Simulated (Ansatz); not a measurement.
## VSi2: band structure with PBEsol

The system is VSi2.

```xyz
9
Lattice="4.5726 0.0000 0.0000 -2.2863 3.9600 0.0000 0.0000 0.0000 6.3744" Properties=species:S:1:pos:R:3 pbc="T T T"
V    -1.1432    1.9800    2.1248
V     1.1432    1.9800    4.2496
V     2.2863    0.0000    0.0000
Si    1.1153    0.6439    2.1248
Si   -1.1710    3.3161    4.2496
Si    2.2863    2.6722    0.0000
Si    1.1710    3.3161    2.1248
Si    3.4573    0.6439    4.2496
Si    0.0000    1.2878    0.0000
```

- Program: Ansatz 0.2.0
- Task: band structure
- Functional: PBEsol
- Potentials or basis: all-electron LAPW, scalar-relativistic
- Cutoff: 215 eV (chosen from the basis error)
- Basis error allowed: 0.002 eV/atom
- k mesh: 7 × 7 × 4
- Occupations: fermi-dirac, width 0.05 eV
- Spin: collinear spin, ferromagnetic start
- Starting moments: [2.0, 2.0, 2.0, 0.0, 0.0, 0.0, 0.0, 0.0, 0.0] μB

```
Pressure                : -5.3 GPa
Largest force           : 0.065 eV/Å
Band gap along the path : none (metal or under the smearing width)
Net moment              : 0.00 μB per cell
Absolute moment         : 0.00 μB per cell
```

Forces on the atoms (eV/Å):
```
V    0.000  0.000  0.000
V    0.000  0.000  0.000
V    0.000  0.000  0.000
Si   0.056  0.032  0.000
Si   0.056 -0.032  0.000
Si   0.000 -0.065  0.000
Si  -0.056 -0.032  0.000
Si  -0.056  0.032  0.000
Si   0.000  0.065  0.000
```

Stress tensor (GPa, compression positive):
```
-5.40  0.00  0.00
 0.00 -5.40  0.00
 0.00  0.00 -4.99
```

Levels at the corners of the path, in eV from the Fermi level:
Spin up:
| point | band 53 | band 54 | band 55 | band 56 | band 57 | band 58 | band 59 | band 60 |
| --- | --- | --- | --- | --- | --- | --- | --- | --- |
| Γ | -2.10 | -1.78 | -1.78 | -1.68 | 0.37 | 2.09 | 2.42 | 2.42 |
| M | -0.69 | -0.56 | -0.11 | 0.05 | 0.43 | 1.04 | 1.40 | 1.47 |
| K | -1.29 | -1.16 | 0.17 | 0.17 | 0.30 | 1.36 | 1.54 | 1.54 |
| Γ | -2.10 | -1.78 | -1.78 | -1.68 | 0.37 | 2.09 | 2.42 | 2.42 |
| A | -1.84 | -1.84 | -1.56 | 0.55 | 0.55 | 2.07 | 2.43 | 2.50 |
| L | -1.39 | -1.26 | -0.45 | -0.05 | 0.83 | 1.26 | 1.71 | 1.77 |
| H | -0.43 | -0.43 | -0.08 | -0.08 | 0.53 | 1.30 | 1.81 | 1.81 |
| A | -1.84 | -1.84 | -1.56 | 0.55 | 0.55 | 2.07 | 2.43 | 2.50 |
Spin down:
```tsv
point	band 52	band 53	band 54	band 55	band 56	band 57	band 58	band 59	band 60	band 61
Γ	-2.10	-2.10	-1.78	-1.78	-1.68	0.37	2.09	2.42	2.42	2.48
M	-1.37	-0.69	-0.56	-0.11	0.05	0.43	1.04	1.40	1.47	2.22
K	-1.29	-1.29	-1.16	0.17	0.17	0.30	1.36	1.54	1.54	2.29
Γ	-2.10	-2.10	-1.78	-1.78	-1.68	0.37	2.09	2.42	2.42	2.48
A	-1.94	-1.84	-1.84	-1.56	0.55	0.55	2.07	2.43	2.50	2.55
L	-1.42	-1.39	-1.26	-0.45	-0.05	0.83	1.26	1.71	1.77	2.02
H	-1.96	-0.43	-0.43	-0.08	-0.08	0.53	1.30	1.81	1.81	2.17
A	-1.94	-1.84	-1.84	-1.56	0.55	0.55	2.07	2.43	2.50	2.55
```

Wall time 34 s on 8 threads of AMD EPYC 9R14 (Zen 4) (shared host), peak memory 1.3 GiB.

Caveat: the starting moments weren't kept.
